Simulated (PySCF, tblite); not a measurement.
# C₂H₆BFN radical: geometry, infrared bands and EPR parameters

What infrared bands and EPR parameters should C₂H₆BFN radical (`NB[CH]CF`) show?

Programs: tblite 0.8.0 and PySCF 2.14.0, with density-fitted response routines of our own. Each step states its level of theory. These are calculated values for one molecule in the gas phase, unless marked as measured. Atoms count from 0, in the outputs and in this text.

**1. The starting structure**

11 atoms, charge 0, multiplicity 2; geometry from: force field or distance geometry start.

Bonds of the start (Å): N0–B1 1.55, B1–C2 1.59, C2–C3 1.53, C3–F4 1.38, N0–H5 1.04, N0–H6 1.04, B1–H7 1.17, C2–H8 1.09, C3–H9 1.09, C3–H10 1.12.

**2. Geometry optimisation with GFN2-xTB**

The job: settings as JSON, then the geometry in Å.

```
{"job": {"kind": "relax", "xc": "GFN2-xTB", "basis": "xTB"}, "charge": 0, "multiplicity": 2}
N      1.711900    -0.368400     0.111700
B      0.847600     0.909200     0.276200
C     -0.581400     0.571400     0.887500
C     -1.296900    -0.139700    -0.256200
F     -0.452300    -0.253600    -1.346600
H      1.247000    -1.211000     0.515800
H      1.921700    -0.484700    -0.904300
H      0.836300     1.701100    -0.591000
H     -0.517900     0.008000     1.814300
H     -2.153900     0.463000    -0.548300
H     -1.556800    -1.192700     0.015000
```

Run with:

```sh
$ OMP_NUM_THREADS=1 python probes_run.py task.json out
```

The driver reads the jobs from task.json and runs them one after another.

**Question.** This job is followed by: GFN2-xTB harmonic vibrations, gas phase; UKS B3LYP, pcH-1 on B C F H N, non-relativistic, mean-field spin-orbit, GIAO. What will the session give for the following? strongest single infrared mode (GFN2-xTB); zero-point energy (GFN2-xTB); g(iso) (B3LYP); ⟨S²⟩; largest a(iso) (averaged by class); potential on the surface of density 0.002 e/bohr³, 1st and 99th percentile.

As calculated:

| quantity | value |
| --- | --- |
| strongest single infrared mode (GFN2-xTB) | 588 cm⁻¹, 218 km/mol |
| zero-point energy (GFN2-xTB) | 51.6 kcal/mol |
| g(iso) (B3LYP) | 2.00276 |
| ⟨S²⟩ | 0.755 (exact 0.75) |
| largest a(iso) (averaged by class) | 1H on H9, H10, 109.7 MHz |
| potential on the surface of density 0.002 e/bohr³, 1st and 99th percentile | -0.89 V and 1.57 V |

In words: Relaxing lowered the energy by 1.920 eV in 96 steps; the close pair that moved most is N0–B1, from 1.551 to 1.395 Å. No mode is imaginary among the 27: a minimum at this level. The strongest single mode, at 588 cm⁻¹, is spread over several atoms, H5, H6, N0 among them. Unscaled tight-binding wavenumbers are off by several per cent, some by more. Its intensities can rank the bands wrongly. C2 carries the largest spin population, 0.91 e. The isotropic g lies 0.4 ppt above the free-electron value. These values are for one conformer; the search (at its own cheap level) found 2 more, at 0.01, 1.00 kcal/mol (those within 0.05 may be mirror or relabelled copies), and measured spectra average over such forms.
